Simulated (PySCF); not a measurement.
# C3H7ClO3Si: the cost of one run

Computed with PySCF 2.14.0, with density-fitted response routines of our own, on a single molecule in the gas phase. Atoms count from 0, in the outputs and in this text.

## 1. Starting geometry

15 atoms, charge 0, multiplicity 1; geometry from: GFN2-xTB.

Bonds of the start (Å): C0–O1 1.40, O1–Si2 1.62, Si2–Cl3 1.99, Si2–O4 1.61, O4–C5 1.40, C5–C6 1.51, C6–O7 1.20, C0–H8 1.09, C0–H9 1.09, C0–H10 1.09, Si2–H11 1.46, C5–H12 1.10, C5–H13 1.10, C6–H14 1.11.

## 2. TDDFT and polarisability: B3LYP/def2-SVPD

Job settings and geometry (Å):

```
{"job": {"kind": "uv", "xc": "B3LYP", "basis": "def2-SVPD", "nstates": 8, "ntriplets": 3}, "charge": 0, "multiplicity": 1}
C     -2.677148     0.491307     0.833397
O     -1.342984     0.274418     0.459114
Si    -0.728733    -0.614854    -0.744447
Cl    -1.432295    -0.072972    -2.528701
O      0.844410    -0.261830    -0.825499
C      1.786445    -0.202587     0.201977
C      3.079968     0.376447    -0.311318
O      4.068839     0.528051     0.344586
H     -3.126787    -0.434521     1.196579
H     -3.258557     0.858522    -0.014154
H     -2.679789     1.235154     1.629656
H     -0.961444    -2.034373    -0.514688
H      1.979172    -1.205686     0.602641
H      1.418694     0.417027     1.028800
H      3.025794     0.653888    -1.379855
```

Method: TDDFT B3LYP/def2-SVPD, vertical, gas phase, core orbitals frozen in the response.

Started as:

```
OMP_NUM_THREADS=1 python probes_run.py task.json out
```

The driver reads the jobs from task.json and runs them one after another.

Q: Estimate the wall time and peak memory of this job on 1 thread of Arm Neoverse N1, shared host.

About 91 s, with a peak of 0.94 GiB.
